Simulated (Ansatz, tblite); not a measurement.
# MoBr4: one state, many levels

How do method and basis change the picture of MoBr4 (triplet)?

The runs use Ansatz 0.2.0, Gaussian basis; as each input shows.

Plan: GFN1-xTB, GFN2-xTB, PBE-D4/def2-TZVP, r2SCAN-D4/def2-TZVP, BHLYP-D4/def2-TZVP, PBE-D4/def2-SVP, PBE0-D4/def2-SVP, MP2/def2-TZVP, RPA/def2-TZVP.

4 further runs of the same task are left out: 1 that didn't finish, 3 set aside as unsound or not needed.

## (1) The relaxed structure

The triplet was relaxed beforehand with PBE-D4/def2-SVP.

5 atoms, charge 0, spin multiplicity 3.

Bond lengths: Mo1–Br2 2.394 Å, Mo1–Br3 2.394 Å, Mo1–Br4 2.394 Å, Mo1–Br5 2.394 Å. Angles: Br2–Mo1–Br3 109.5°, Br2–Mo1–Br4 109.5°, Br2–Mo1–Br5 109.5°, Br3–Mo1–Br4 109.5°, Br3–Mo1–Br5 109.5°, Br4–Mo1–Br5 109.5°.

Formally the metal is d2. Mo takes a core potential in the def2 sets. No spin-orbit coupling is included.

PBE0-D4/def2-TZVP was run before; its log isn't repeated, and its numbers join the tables.

## (2) GFN1-xTB

Tight binding, by tblite at 300 K electronic temperature and without a spin-polarisation term:

```python
tblite.interface.Calculator('GFN1-xTB', numbers, positions, charge=0, uhf=2).singlepoint()
```

Energy -482.3454 eV; 0.007 s.

## (3) GFN2-xTB

Tight binding, by tblite at 300 K electronic temperature and without a spin-polarisation term:

```python
tblite.interface.Calculator('GFN2-xTB', numbers, positions, charge=0, uhf=2).singlepoint()
```

Energy -505.6190 eV; 0.007 s.

## (4) PBE-D4/def2-TZVP

start.molden holds the orbitals of an earlier run on this state, given as this run's starting guess.

Input file in.yaml:

```yaml
crystal:
  periodic: [false, false, false]
  atoms:
    - {symbol: Mo, position_ang: [0.000026, -0.000011, -0.000026]}
    - {symbol: Br, position_ang: [0.010160, -0.015560, 2.394266]}
    - {symbol: Br, position_ang: [2.254061, 0.010396, -0.807644]}
    - {symbol: Br, position_ang: [-1.136567, 1.957516, -0.780576]}
    - {symbol: Br, position_ang: [-1.127689, -1.952351, -0.806030]}
basis:
  gaussian: {orbitals: def2-TZVP, initial_orbitals: start.molden}
magnetization: {spin_polarized: true, initial_magnetization: 2}
hamiltonian: {xc: pbe, dispersion: d4}
scf: {omitted_lower_state_checks: [starts]}
output: {orbitals: {seedname: orbitals}}
```

Command:

```console
ansatz run in.yaml --threads 4 --pin off --events-out ev --progress --plain --max-ram 4787MiB
```

The log of the run:

```text
Functional definition: PBE
  name "PBE"
  cite "Perdew, Burke & Ernzerhof, Phys. Rev. Lett. 77, 3865 (1996) doi:10.1103/PhysRevLett.77.3865"
  parent pbe
  parameter kappa = 0.804
  parameter beta = 0.06672455060314922
  exchange = pbe_x(kappa = kappa, mu = beta*pi^2/3)
  correlation = pbe_c(beta = beta)
these checks for a lower state are left out or cut short: starts
1812 factors; their error is unknown
mean field evaluation 1: about -282005.8231 eV, gradient 1.2e1 eV
mean field evaluation 2: about -282006.0374 eV, gradient 3.1e-1 eV
mean field evaluation 4: about -282005.9386 eV, gradient 7.9e-2 eV
mean field evaluation 8: about -282005.9386 eV, gradient 1.9e-5 eV
mean field -282005.93860308 eV, -10363.5270931727 hartree, gradient 1.9e-5 eV, S^2 2.011652; 0 other end points of the search recorded, 0 dependent functions left out
reference -282005.93864757 eV, -10363.5270948075 hartree; 78, 76 occupied and 154, 156 virtual orbitals, 1812 factors
Total energy: -282006.25163006 eV, -10363.5385967018 hartree
Checks for a lower state left out: starts
```

Wall time 8.5 s (4 threads of Arm Neoverse V1, shared host).

HOMO -5.54 eV, LUMO -4.27 eV (over both spins); ⟨S²⟩ 2.012 (pure: 2.00).

## (5) r2SCAN-D4/def2-TZVP

in.yaml: that of step 4 with these lines changed.

```diff
@@ -11,3 +11,3 @@
 magnetization: {spin_polarized: true, initial_magnetization: 2}
-hamiltonian: {xc: pbe, dispersion: d4}
+hamiltonian: {xc: r2scan, dispersion: d4}
 scf: {omitted_lower_state_checks: [starts]}
```

Same command.

The log of the run:

```text
Functional definition: r2SCAN
  name "r2SCAN"
  cite "Furness, Kaplan, Ning, Perdew & Sun, J. Phys. Chem. Lett. 11, 8208 (2020) doi:10.1021/acs.jpclett.0c02405"
  cite "Furness, Kaplan, Ning, Perdew & Sun, J. Phys. Chem. Lett. 11, 9248 (2020) doi:10.1021/acs.jpclett.0c03077"
  parent r2scan
  parameter k0 = 0.174
  parameter k1 = 0.065
  parameter a1 = 4.9479
  exchange = r2scan_x(k0 = k0, k1 = k1, a1 = a1)
  correlation = r2scan_c
these checks for a lower state are left out or cut short: starts
1812 factors; their error is unknown
mean field evaluation 1: about -282046.7668 eV, gradient 9.0e0 eV
mean field evaluation 2: about -282046.8533 eV, gradient 1.3e-1 eV
mean field evaluation 4: about -282046.7525 eV, gradient 5.0e-4 eV
mean field -282046.75246652 eV, -10365.0269749892 hartree, gradient 1.0e-5 eV, S^2 2.018278; 0 other end points of the search recorded, 0 dependent functions left out
reference -282046.75248134 eV, -10365.0269755338 hartree; 78, 76 occupied and 154, 156 virtual orbitals, 1812 factors
Total energy: -282046.81950598 eV, -10365.0294386441 hartree
Checks for a lower state left out: starts
```

It took 18 s on 4 threads of Arm Neoverse V1, shared host.

HOMO -6.07 eV, LUMO -4.39 eV (over both spins); ⟨S²⟩ 2.018 (pure: 2.00).

## (6) BHLYP-D4/def2-TZVP

in.yaml: that of step 5 with these lines changed.

```diff
@@ -11,3 +11,3 @@
 magnetization: {spin_polarized: true, initial_magnetization: 2}
-hamiltonian: {xc: r2scan, dispersion: d4}
+hamiltonian: {xc: {name: BHLYP}, dispersion: d4}
 scf: {omitted_lower_state_checks: [starts]}
```

The command is unchanged.

The log of the run:

```text
Functional definition: BHLYP
  name "BHLYP"
  cite "Becke, J. Chem. Phys. 98, 1372 (1993) doi:10.1063/1.464304"
  cite "Becke, Phys. Rev. A 38, 3098 (1988) doi:10.1103/PhysRevA.38.3098"
  cite "Lee, Yang & Parr, Phys. Rev. B 37, 785 (1988) doi:10.1103/PhysRevB.37.785"
  parameter a = 0.5
  exchange = (1 - a)*b88_x + a*exact_x
  correlation = lyp_c
these checks for a lower state are left out or cut short: starts
1645 factors; integrals over basis functions are off by at most 9.4e-4 eV
mean field evaluation 1: about -282042.2084 eV, gradient 1.1e1 eV
mean field evaluation 2: about -282042.3824 eV, gradient 3.0e-1 eV
mean field evaluation 4: about -282042.6281 eV, gradient 5.2e-3 eV
mean field evaluation 8: about -282042.6281 eV, gradient 2.2e-5 eV
mean field -282042.62810802 eV, -10364.8754076101 hartree, gradient 2.2e-5 eV, S^2 2.018868; 0 other end points of the search recorded, 0 dependent functions left out
reference -282042.62830190 eV, -10364.8754147352 hartree; 78, 76 occupied and 154, 156 virtual orbitals, 1645 factors
Total energy: -282043.17190869 eV, -10364.8953919160 hartree
Checks for a lower state left out: starts
```

Run time: 19 s. Hardware: 4 threads of Arm Neoverse V1, shared host; peak memory 1.1 GiB.

Report: HOMO -8.69 eV, LUMO -2.93 eV (over both spins); ⟨S²⟩ 2.019 (pure: 2.00).

## (7) PBE-D4/def2-SVP

in.yaml: that of step 6 with these lines changed.

```diff
@@ -9,5 +9,5 @@
 basis:
-  gaussian: {orbitals: def2-TZVP, initial_orbitals: start.molden}
+  gaussian: {orbitals: def2-SVP, initial_orbitals: start.molden}
 magnetization: {spin_polarized: true, initial_magnetization: 2}
-hamiltonian: {xc: {name: BHLYP}, dispersion: d4}
+hamiltonian: {xc: pbe, dispersion: d4}
 scf: {omitted_lower_state_checks: [starts]}
```

Launched as before.

The log of the run:

```text
Functional definition: PBE
  name "PBE"
  cite "Perdew, Burke & Ernzerhof, Phys. Rev. Lett. 77, 3865 (1996) doi:10.1103/PhysRevLett.77.3865"
  parent pbe
  parameter kappa = 0.804
  parameter beta = 0.06672455060314922
  exchange = pbe_x(kappa = kappa, mu = beta*pi^2/3)
  correlation = pbe_c(beta = beta)
these checks for a lower state are left out or cut short: starts
1683 factors; their error is unknown
mean field evaluation 1: about -281971.2516 eV, gradient 1.1e1 eV
mean field evaluation 2: about -281971.5337 eV, gradient 3.3e-1 eV
mean field evaluation 4: about -281971.3108 eV, gradient 1.1e-1 eV
mean field evaluation 8: about -281971.3109 eV, gradient 2.2e-5 eV
mean field -281971.31088064 eV, -10362.2545478446 hartree, gradient 2.2e-5 eV, S^2 2.010799; 0 other end points of the search recorded, 0 dependent functions left out
reference -281971.31093835 eV, -10362.2545499652 hartree; 78, 76 occupied and 81, 83 virtual orbitals, 1683 factors
Total energy: -281971.62392083 eV, -10362.2660518594 hartree
Checks for a lower state left out: starts
```

Run time: 4.6 s. Hardware: 4 threads of Arm Neoverse V1, shared host.

From the report: HOMO -5.46 eV, LUMO -4.20 eV (over both spins); ⟨S²⟩ 2.011 (pure: 2.00).

## (8) PBE0-D4/def2-SVP

in.yaml: that of step 7 with these lines changed.

```diff
@@ -11,3 +11,3 @@
 magnetization: {spin_polarized: true, initial_magnetization: 2}
-hamiltonian: {xc: pbe, dispersion: d4}
+hamiltonian: {xc: pbe0, dispersion: d4}
 scf: {omitted_lower_state_checks: [starts]}
```

The command is unchanged.

The log of the run:

```text
Functional definition: PBE0
  name "PBE0"
  cite "Adamo & Barone, J. Chem. Phys. 110, 6158 (1999) doi:10.1063/1.478522"
  cite "Perdew, Burke & Ernzerhof, Phys. Rev. Lett. 77, 3865 (1996) doi:10.1103/PhysRevLett.77.3865"
  parent pbe
  parameter a = 0.25
  parameter kappa = 0.804
  parameter beta = 0.06672455060314922
  exchange = (1 - a)*pbe_x(kappa = kappa, mu = beta*pi^2/3) + a*exact_x
  correlation = pbe_c(beta = beta)
these checks for a lower state are left out or cut short: starts
1539 factors; integrals over basis functions are off by at most 4.8e-4 eV
mean field evaluation 1: about -281979.4911 eV, gradient 6.5e0 eV
mean field evaluation 2: about -281979.5663 eV, gradient 8.8e-2 eV
mean field evaluation 4: about -281979.6081 eV, gradient 3.3e-4 eV
mean field -281979.60812473 eV, -10362.5594659406 hartree, gradient 1.5e-5 eV, S^2 2.015653; 0 other end points of the search recorded, 0 dependent functions left out
reference -281979.60816703 eV, -10362.5594674953 hartree; 78, 76 occupied and 81, 83 virtual orbitals, 1539 factors
Total energy: -281979.88485226 eV, -10362.5696354897 hartree
Checks for a lower state left out: starts
```

It took 9 s on 4 threads of Arm Neoverse V1, shared host; peak memory 0.91 GiB.

HOMO -7.20 eV, LUMO -3.74 eV (over both spins); ⟨S²⟩ 2.016 (pure: 2.00).

## (9) MP2/def2-TZVP

in.yaml: that of step 8 with these lines changed.

```diff
@@ -9,5 +9,5 @@
 basis:
-  gaussian: {orbitals: def2-SVP, initial_orbitals: start.molden}
+  gaussian: {orbitals: def2-TZVP, initial_orbitals: start.molden}
 magnetization: {spin_polarized: true, initial_magnetization: 2}
-hamiltonian: {xc: pbe0, dispersion: d4}
+correlation: {method: mp2}
 scf: {omitted_lower_state_checks: [starts]}
```

Launched as before.

The log of the run:

```text
Functional definition: HF
  name "HF"
  cite "Fock, Z. Phys. 61, 126 (1930) doi:10.1007/BF01340294"
  parent pbe
  exchange = exact_x
  correlation = 0
these checks for a lower state are left out or cut short: starts
1645 factors; integrals over basis functions are off by at most 9.4e-4 eV
mean field evaluation 1: about -281837.1566 eV, gradient 3.3e1 eV
mean field evaluation 2: about -281838.7591 eV, gradient 2.4e0 eV
mean field evaluation 4: about -281839.3544 eV, gradient 1.5e0 eV
mean field evaluation 8: about -281839.3691 eV, gradient 7.8e-4 eV
mean field -281839.36908410 eV, -10357.4057762550 hartree, gradient 2.0e-6 eV, S^2 2.051610; 0 other end points of the search recorded, 0 dependent functions left out
36 core orbitals not correlated: weight in the atoms' cores, before any rotation towards them, 1.000 or more for the frozen orbitals, at most 0.000 for the correlated occupied ones
reference -281839.36908410 eV, -10357.4057762550 hartree; 42, 40 occupied and 154, 156 virtual orbitals, 1645 factors
second order -40.85266303 eV of doubles, -0.00000000 eV of singles
Total energy: -281880.22174714 eV, -10358.9070839306 hartree
Checks for a lower state left out: starts
```

Run time: 22 s. Hardware: 4 threads of Arm Neoverse V1, shared host; peak memory 1.3 GiB.

Report: Hartree-Fock HOMO -11.03 eV, LUMO -0.82 eV (over both spins); ⟨S²⟩ 2.052 (pure: 2.00).

## (10) RPA/def2-TZVP

in.yaml: that of step 9 with these lines changed.

```diff
@@ -11,4 +11,4 @@
 magnetization: {spin_polarized: true, initial_magnetization: 2}
-correlation: {method: mp2}
+hamiltonian: {xc: pbe}
+correlation: {method: rpa}
 scf: {omitted_lower_state_checks: [starts]}
-output: {orbitals: {seedname: orbitals}}
```

Same command.

The log of the run, cut to the lines that bear on the results:

```text
Functional definition: PBE
  name "PBE"
  cite "Perdew, Burke & Ernzerhof, Phys. Rev. Lett. 77, 3865 (1996) doi:10.1103/PhysRevLett.77.3865"
  parent pbe
[...]
1645 factors; integrals over basis functions are off by at most 9.4e-4 eV
[...]
mean field -282005.93857758 eV, -10363.5270922355 hartree, gradient 2.3e-6 eV, S^2 2.011652; 0 other end points of the search recorded, 0 dependent functions left out
36 core orbitals not correlated: weight in the atoms' cores, before any rotation towards them, 1.000 or more for the frozen orbitals, at most 0.000 for the correlated occupied ones
reference -281836.20074202 eV, -10357.2893418311 hartree; 42, 40 occupied and 154, 156 virtual orbitals, 1645 factors
Total energy: -281895.84797126 eV, -10359.4813370754 hartree
Checks for a lower state left out: starts
```

It took 16 s on 4 threads of Arm Neoverse V1, shared host; peak memory 0.8 GiB.

⟨S²⟩ 2.012 (pure: 2.00).

## (11) Levels side by side

```
              level  functions  HOMO (eV)  LUMO (eV)  gap (eV)   ⟨S²⟩   time
    PBE-D4/def2-SVP        159      -5.46      -4.20      1.25  2.011  4.6 s
   PBE-D4/def2-TZVP        232      -5.54      -4.27      1.28  2.012  8.5 s
r2SCAN-D4/def2-TZVP        232      -6.07      -4.39      1.68  2.018   18 s
   PBE0-D4/def2-SVP        159      -7.20      -3.74      3.45  2.016    9 s
  PBE0-D4/def2-TZVP        232      -7.21      -3.73      3.47  2.017   17 s
 BHLYP-D4/def2-TZVP        232      -8.69      -2.93      5.76  2.019   19 s
```

The pieces so far (eV):

```
    basis            HF  MP2 correlation               total
def2-TZVP  -281839.3691         -40.8527  -281880.2217 (MP2)
```

## (12) Binding energy

Free atoms were run apart at each level; binding is atoms less cluster, divided by the number of atoms, without zero-point or spin-orbit terms.

```
              level  binding an atom (eV)
       HF/def2-TZVP                 1.343
    PBE-D4/def2-SVP                 2.914
   PBE-D4/def2-TZVP                 2.893
r2SCAN-D4/def2-TZVP                 2.753
   PBE0-D4/def2-SVP                 2.669
  PBE0-D4/def2-TZVP                 2.674
 BHLYP-D4/def2-TZVP                 2.497
      RPA/def2-TZVP                 2.343
      MP2/def2-TZVP                 2.710
```

## (13) Results

```
                                                  quantity                                 value
 gap in def2-TZVP, named functionals, smallest and largest  1.28 eV (PBE-D4), 5.76 eV (BHLYP-D4)
                         correlation energy, MP2/def2-TZVP                             -40.85 eV
                 binding an atom, functionals in def2-TZVP   2.50 (BHLYP-D4) to 2.89 eV (PBE-D4)
⟨S²⟩ in def2-TZVP, named functionals, smallest and largest                          2.012, 2.019
           PBE0 total energy, smallest basis above largest        34.65 eV (def2-SVP, def2-TZVP)
```

Over the named functionals in def2-TZVP the gap runs from 1.28 eV (PBE-D4) to 5.76 eV (BHLYP-D4); exact exchange widens it. Over the named functionals in def2-TZVP spin contamination reaches 0.02 (BHLYP-D4), which is small.

The slowest run with a step of its own, MP2/def2-TZVP, took 22 s; the quickest functional in def2-TZVP took 8.5 s (shared host).
